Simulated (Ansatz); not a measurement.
# VH2: how the settings move a single-point run

Aim: see which settings change the result for VH2, by how much, and at what cost.

Program: Ansatz 0.2.0. Level of theory: reference: DFT, LDA, all-electron LAPW, scalar-relativistic. These are calculated values, not measurements.

### Step 1. The structure to begin with

Symmetry: Fm-3m, No. 225, cubic system. Conventional cell: a = 3.499 Å, b = 3.499 Å, c = 3.499 Å, α = 90.00°, β = 90.00°, γ = 90.00°. Around V (site symmetry m-3m) lie 8 H at 1.52 Å. Around H (site symmetry -43m) lie 4 V at 1.52 Å.

As a file:

```cif
data_structure
_symmetry_space_group_name_H-M 'P 1'
_symmetry_Int_Tables_number 1
_cell_length_a 2.4744
_cell_length_b 2.4744
_cell_length_c 2.4744
_cell_angle_alpha 60.000
_cell_angle_beta 60.000
_cell_angle_gamma 60.000
_cell_volume 10.71
loop_
_atom_site_label
_atom_site_type_symbol
_atom_site_fract_x
_atom_site_fract_y
_atom_site_fract_z
_atom_site_occupancy
V1 V 0.00000 0.00000 0.00000 1
H1 H 0.25000 0.25000 0.25000 1
H2 H 0.75000 0.75000 0.75000 1
```

### Step 2. Reference

The input, input.yaml:

```yaml
crystal:
  lattice:
    - [0.0, 1.7496605734, 1.7496605734]
    - [1.7496605734, 0.0, 1.7496605734]
    - [1.7496605734, 1.7496605734, 0.0]
  atoms:
    - { symbol: V, position: [0.0, 0.0, 0.0], spin: 1.5 }
    - { symbol: H, position: [0.25, 0.25, 0.25] }
    - { symbol: H, position: [0.75, 0.75, 0.75] }
magnetization:
  spin_polarized: true
kpoints:
  mp_grid: { grid: [15, 15, 15] }
  band_path:
    path:
      - [0.0, 0.0, 0.0]
      - [0.5, 0.0, 0.5]
      - [0.625, 0.25, 0.625]
      - [0.375, 0.375, 0.75]
      - [0.0, 0.0, 0.0]
      - [0.5, 0.5, 0.5]
      - [0.5, 0.25, 0.75]
      - [0.5, 0.0, 0.5]
    npoints: 6
scf:
  occupations: { method: fermi_dirac, width: 0.05 }
hamiltonian:
  xc: lda
  pseudopotentials: { kind: all_electron, lapw: { basis_error: 0.001 } }
output:
  forces: true
  stress: true
  eigenvalues: true
  populations: true
```

Started as:

```sh
> ansatz run input.yaml --threads 1 --pin off --max-ram 3072MiB --backend cpu --events-out ev --progress --plain --runs-dir out
```

### Step 3. Variant: mixing.algorithm msr1, mixing.beta 0.5, mixing.ndim 2

Edit input.yaml of step 2 so:

```diff
@@ -26,2 +26,3 @@
   occupations: { method: fermi_dirac, width: 0.05 }
+  mixing: { algorithm: msr1, beta: 0.5, ndim: 2 }
 hamiltonian:
```

### Step 4. Changing settings: preconditioner kerker

Edit input.yaml of step 2 so:

```diff
@@ -26,2 +26,3 @@
   occupations: { method: fermi_dirac, width: 0.05 }
+  mixing: { preconditioner: kerker }
 hamiltonian:
```

Before running it: what results should come out? Wanted: for each run, ending; energy change; pressure; gap; force.

**Answer**, as computed:

```csv
run,ending,energy change,pressure (GPa),gap (eV),force (eV/Å),cycles,time
reference,converged,0,269.5,0.00,0.00,9,32 s
"1: mixing.algorithm msr1, mixing.beta 0.5, mixing.ndim 2",converged,0.0 meV/atom,269.5,0.00,0.00,14,43 s
2: preconditioner kerker,converged,0.0 meV/atom,269.5,0.00,0.00,10,34 s
```

Residual by cycle in the longest SCF loop of each run; runs are numbered as in the table. The quantity is the density residual dr2, in eV.

```csv
cycle,reference,run 1,run 2
1,1.22,1.12,1.22
2,0.416,0.134,0.651
3,0.0097,0.0159,0.0474
5,1.7e-6,3.8e-5,1.0e-4
6,1.1e-8,1.6e-6,1.0e-5
7,5.9e-10,3.1e-6,1.9e-7
8,2.4e-11,3.3e-7,1.2e-8
9,1.1e-13,1.4e-8,4.9e-10
10,-,1.4e-10,4.0e-12
12,-,1.6e-10,-
13,-,2.1e-11,-
14,-,1.9e-12,-
```

Of the converged runs whose energies compare with the reference's, none moves it noticeably. The cell is not at rest: the sound run finds 270 GPa, so these are no properties of the crystal at its own volume. 
